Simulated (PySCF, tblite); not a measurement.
**C₆H₅F: geometry, infrared bands, NMR shifts and spin-spin couplings**

Wanted: the infrared bands, NMR shifts and spin-spin couplings of C₆H₅F (`C#CC(=C)C(=C)F`), by calculation.

The runs use tblite 0.8.0 and PySCF 2.14.0, with density-fitted response routines of our own; the level of theory stands in each step. All values are computed, except where a source is named. Atoms count from 0, in the outputs and in this text.

**1. Starting geometry**

12 atoms, charge 0, multiplicity 1; geometry from: force field or distance geometry start.

Bonds of the start (Å): C0–C1 1.20, C1–C2 1.43, C2–C3 1.33, C2–C4 1.46, C4–C5 1.34, C4–F6 1.35, C0–H7 1.06, C3–H8 1.09, C3–H9 1.10, C5–H10 1.08, C5–H11 1.08.

**2. Optimising the geometry with GFN2-xTB**

Job settings and geometry (Å):

```
{"job": {"kind": "relax", "xc": "GFN2-xTB", "basis": "xTB"}, "charge": 0, "multiplicity": 1}
C      1.786300    -0.534000    -1.636500
C      0.901400    -0.521000    -0.818700
C     -0.121200    -0.532800     0.177900
C     -0.581700    -1.706100     0.610800
C     -0.679300     0.720700     0.683400
C     -0.317000     1.956100     0.307800
F     -1.657200     0.630400     1.603000
H      2.556600    -0.534100    -2.364300
H     -0.171700    -2.654200     0.250700
H     -1.370900    -1.781000     1.370100
H     -0.801200     2.814100     0.757500
H      0.457000     2.141200    -0.423600
```

Started as:

```bash
$ OMP_NUM_THREADS=1 python probes_run.py task.json out
```

One launch serves the whole session: the jobs run in the order shown.

**Question.** This job is followed by: GFN2-xTB harmonic vibrations, gas phase; GIAO PBE0/pcSseg-1 NMR shielding, non-relativistic, gas phase; B3LYP/pcJ-1 indirect spin-spin coupling, non-relativistic, gas phase. Predict these results of the whole session: strongest single infrared mode (GFN2-xTB); zero-point energy (GFN2-xTB); ¹³C shifts against TMS (PBE0/pcSseg-1); ¹H shifts against TMS (PBE0/pcSseg-1); ¹⁹F shifts against CFCl3 (PBE0/pcSseg-1); largest coupling of the table (B3LYP/pcJ-1).

As calculated:

| quantity | value |
| --- | --- |
| strongest single infrared mode (GFN2-xTB) | 1129 cm⁻¹, 91 km/mol |
| zero-point energy (GFN2-xTB) | 52.7 kcal/mol |
| ¹³C shifts against TMS (PBE0/pcSseg-1) | 172.4, 133.6, 129.1, 102.2, 89.5, 84.6 ppm |
| ¹H shifts against TMS (PBE0/pcSseg-1) | 6.32, 6.15, 5.49, 5.25, 2.70 ppm |
| ¹⁹F shifts against CFCl3 (PBE0/pcSseg-1) | -118.3 ppm |
| largest coupling of the table (B3LYP/pcJ-1) | ¹J(C,F) C4–F6, -320.1 Hz |

Relaxing lowered the energy by 0.063 eV in 41 steps; the close pair that moved most is C3–H9, from 1.098 to 1.076 Å. No mode is imaginary among the 30: a minimum at this level. The strongest single mode, at 1129 cm⁻¹, is spread over many atoms; the largest shares are those of C4, C2. GFN2-xTB is a fitted tight-binding method: band positions and strengths are rough. Its intensities can rank the bands wrongly. At PBE0/pcSseg-1: Shielding is most anisotropic at C1 (span 300 ppm, paramagnetic term -148 ppm). In the run at B3LYP/pcJ-1, the largest coupling of the table is C4–F6, -320.1 Hz, of which the Fermi-contact term gives -314.4 Hz. Couplings across rotatable bonds belong to this one conformer; where others are populated, the observed values are averages.
